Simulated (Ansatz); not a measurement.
# One shape, several levels: SiN2H6O (SMILES N[SiH](N)O)

We compute a comparison of 6 runs (B3LYP/6-31G*, B3LYP/def2-SVP, CAM-B3LYP/def2-SVP, PBE0/def2-SVP, SVWN5/def2-SVP, RPA@PBE0/def2-SVP) of SiN2H6O. 

The results are computed with Ansatz 0.2.0.

86 further runs of the same task are left out: 86 set aside as unsound or not needed. Runs told in other sessions of the task aren't counted.

### 1 The molecule

The species is SiN2H6O (10 atoms), meant as a singlet with charge 0. SMILES: `N[SiH](N)O`. One bond was lengthened or shortened from a relaxed shape.

Bond lengths: N1–Si2 1.713 Å, Si2–N3 1.962 Å, Si2–O4 1.648 Å, N1–H5 1.007 Å, N1–H6 1.007 Å, Si2–H7 1.482 Å, N3–H8 1.007 Å, N3–H9 1.006 Å, O4–H10 0.959 Å. Some angles: N1–Si2–N3 104.7°, N1–Si2–O4 106.6°, N3–Si2–O4 119.3°, N1–Si2–H7 118.9°, N3–Si2–H7 106.1°, O4–Si2–H7 102.2°, Si2–N1–H5 119.8°, Si2–N1–H6 119.6°, Si2–N3–H8 121.6°, Si2–N3–H9 120.9°.

### 2 The energy at B3LYP/6-31G(d) (spherical functions) (run 1)

The input, run.yaml:

```yaml
crystal:
  periodic: [false, false, false]
  atoms:
    - {symbol: N, position_ang: [-0.664382, 1.415795, -0.251828]}
    - {symbol: Si, position_ang: [0.603418, 0.285995, -0.026928]}
    - {symbol: "N", position_ang: [-0.248600, -1.249800, 0.847400]}
    - {symbol: O, position_ang: [1.317818, 0.081995, -1.498228]}
    - {symbol: H, position_ang: [-0.509582, 2.236595, -0.814228]}
    - {symbol: H, position_ang: [-1.302082, 1.605595, 0.504172]}
    - {symbol: H, position_ang: [1.753818, 0.659795, 0.829972]}
    - {symbol: H, position_ang: [-1.123500, -1.625000, 0.519700]}
    - {symbol: H, position_ang: [0.302300, -1.942900, 1.325300]}
    - {symbol: H, position_ang: [0.731918, -0.117105, -2.230628]}
basis:
  gaussian: {orbitals: 6-31G_st_-spherical.json}
hamiltonian: {xc: {name: B3LYP}}
accuracy: high
output: {orbitals: {seedname: orbitals}}
```

The basis set 6-31G* is read from a file made from the Basis Set Exchange's data (not shown).

The run is started by

```
ansatz run run.yaml --threads 1 --pin off --max-ram 3480MiB --events-out events.jsonl --progress --plain --runs-dir runs
```

Standard output:

```text
Warning: RAYON_NUM_THREADS=1 ignored (pool sized by the plan → 1); use --threads N
Functional definition: B3LYP
  name "B3LYP"
  parameter a0 = 0.2
  parameter ax = 0.72
  parameter ac = 0.81
  exchange = (1 - a0 - ax)*slater_x + ax*b88_x + a0*exact_x
  correlation = (1 - ac)*vwn_rpa_c + ac*lyp_c
1690 factors; integrals over basis functions are off by at most 3.5e-9 eV
mean field evaluation 1: about -12990.1460 eV, gradient 8.6e1 eV
mean field evaluation 2: about -12972.4779 eV, gradient 1.2e2 eV
mean field evaluation 4: about -13003.9444 eV, gradient 6.2e0 eV
mean field evaluation 8: about -13004.2341 eV, gradient 1.9e-1 eV
mean field evaluation 16: about -13004.2342 eV, gradient 1.9e-5 eV
mean field -13004.23420554 eV, -477.8967924671 hartree, gradient 6.6e-8 eV, S^2 0.000000; 0 other end points of the search recorded, 0 dependent functions left out
reference -13004.23424465 eV, -477.8967939043 hartree; 21, 21 occupied and 51, 51 virtual orbitals, 1690 factors
Total energy: -13004.23424465 eV, -477.8967939043 hartree
```

Run time: 6.9 s. Hardware: 1 thread of Arm Neoverse V1, shared host; peak memory 0.23 GiB.

### 3 A single-point energy at B3LYP/def2-SVP (run 2)

The input, molecule.yaml:

```yaml
crystal:
  periodic: [false, false, false]
  atoms:
    - {symbol: "N", position_ang: [-0.664382, 1.415795, -0.251828]}
    - {symbol: Si, position_ang: [0.603418, 0.285995, -0.026928]}
    - {symbol: N, position_ang: [-0.248600, -1.249800, 0.847400]}
    - {symbol: O, position_ang: [1.317818, 0.081995, -1.498228]}
    - {symbol: H, position_ang: [-0.509582, 2.236595, -0.814228]}
    - {symbol: H, position_ang: [-1.302082, 1.605595, 0.504172]}
    - {symbol: H, position_ang: [1.753818, 0.659795, 0.829972]}
    - {symbol: H, position_ang: [-1.123500, -1.625000, 0.519700]}
    - {symbol: H, position_ang: [0.302300, -1.942900, 1.325300]}
    - {symbol: H, position_ang: [0.731918, -0.117105, -2.230628]}
basis:
  gaussian:
    orbitals: def2-SVP
hamiltonian:
  xc: {name: B3LYP}
accuracy: high
output: {orbitals: {seedname: orbitals}}
```

The run is started by

```
ansatz run molecule.yaml --threads 1 --pin off --max-ram 3480MiB --events-out events.jsonl --progress --plain --runs-dir runs
```

Standard output:

```text
Warning: RAYON_NUM_THREADS=1 ignored (pool sized by the plan → 1); use --threads N
Functional definition: B3LYP
  name "B3LYP"
  parameter a0 = 0.2
  parameter ax = 0.72
  parameter ac = 0.81
  exchange = (1 - a0 - ax)*slater_x + ax*b88_x + a0*exact_x
  correlation = (1 - ac)*vwn_rpa_c + ac*lyp_c
2058 factors; integrals over basis functions are off by at most 3.9e-9 eV
mean field evaluation 1: about -12984.4842 eV, gradient 8.7e1 eV
mean field evaluation 2: about -12966.5169 eV, gradient 1.2e2 eV
mean field evaluation 4: about -12998.5258 eV, gradient 6.3e0 eV
mean field evaluation 8: about -12998.7900 eV, gradient 1.9e-1 eV
mean field evaluation 16: about -12998.7901 eV, gradient 1.7e-5 eV
mean field -12998.79008715 eV, -477.6967248062 hartree, gradient 7.2e-8 eV, S^2 0.000000; 0 other end points of the search recorded, 0 dependent functions left out
reference -12998.79012630 eV, -477.6967262451 hartree; 21, 21 occupied and 69, 69 virtual orbitals, 2058 factors
Total energy: -12998.79012630 eV, -477.6967262451 hartree
```

Wall time 8.1 s (1 thread of Arm Neoverse V1, shared host); peak memory 0.3 GiB.

Runs 3 to 5 aren't shown in full; the table further down has their settings and results.

### 4 A single-point energy at RPA@PBE0/def2-SVP (run 6)

Changes to run.yaml since step 2:

```diff
@@ -14,5 +14,5 @@
 basis:
-  gaussian: {orbitals: 6-31G_st_-spherical.json}
-hamiltonian: {xc: {name: B3LYP}}
+  gaussian: {orbitals: def2-SVP}
+hamiltonian: {xc: pbe0}
 accuracy: high
-output: {orbitals: {seedname: orbitals}}
+correlation: {method: rpa, frozen_orbitals: {H: 0, "N": 1, O: 1, Si: 5}}
```

The run is started by

```
ansatz run run.yaml --threads 1 --pin off --max-ram 3480MiB --events-out events.jsonl --progress --plain --runs-dir runs
```

Standard output (excerpt; [...] marks lines left out):

```text
Warning: RAYON_NUM_THREADS=1 ignored (pool sized by the plan → 1); use --threads N
Functional definition: PBE0
  name "PBE0"
[...]
2058 factors; integrals over basis functions are off by at most 3.9e-9 eV
[...]
mean field -12989.24425384 eV, -477.3459219026 hartree, gradient 5.5e-8 eV, S^2 0.000000; 0 other end points of the search recorded, 0 dependent functions left out
8 core orbitals not correlated: weight in the atoms' cores, before any rotation towards them, 1.000 or more for the frozen orbitals, at most 0.000 for the correlated occupied ones
reference -12953.16488701 eV, -476.0200296270 hartree; 13, 13 occupied and 69, 69 virtual orbitals, 2058 factors
Total energy: -12977.78806382 eV, -476.9249146847 hartree
```

Run time: 14 s. Hardware: 1 thread of Arm Neoverse V1, shared host; peak memory 0.31 GiB.

### 5 Overview of the runs

| run | level | frozen core orbitals | energy (Eh) | HOMO energy (eV) | LUMO energy (eV) | HOMO–LUMO gap (eV) | wall time |
| --- | --- | --- | --- | --- | --- | --- | --- |
| 1 | B3LYP/6-31G* (spherical functions) | – | -477.896794 | -6.04 | 1.42 | 7.46 | 6.9 s |
| 2 | B3LYP/def2-SVP | – | -477.696726 | -6.10 | 1.10 | 7.20 | 8.1 s |
| 3 | CAM-B3LYP/def2-SVP | – | -477.606338 | -7.84 | 2.36 | 10.19 | 9 s |
| 4 | PBE0/def2-SVP | – | -477.345922 | -6.41 | 1.48 | 7.89 | 8.4 s |
| 5 | SVWN5/def2-SVP | – | -475.056622 | -4.97 | 0.46 | 5.44 | 4.2 s |
| 6 | RPA@PBE0/def2-SVP | 8 | -476.924915 | – | – | – | 14 s |

### 6 Outcome

| quantity | value |
| --- | --- |
| run 6: total energy | -476.92491 Eh |
| run 6: RPA correlation energy (valence) | -904.9 mEh |

In words: Over runs 1, 2, 3, 4, 5 the HOMO–LUMO gap runs from 5.44 eV (SVWN5/def2-SVP) to 10.19 eV (CAM-B3LYP/def2-SVP). Totals of different functionals can't be ranked against each other. All runs together took 51 s, the longest 14 s.
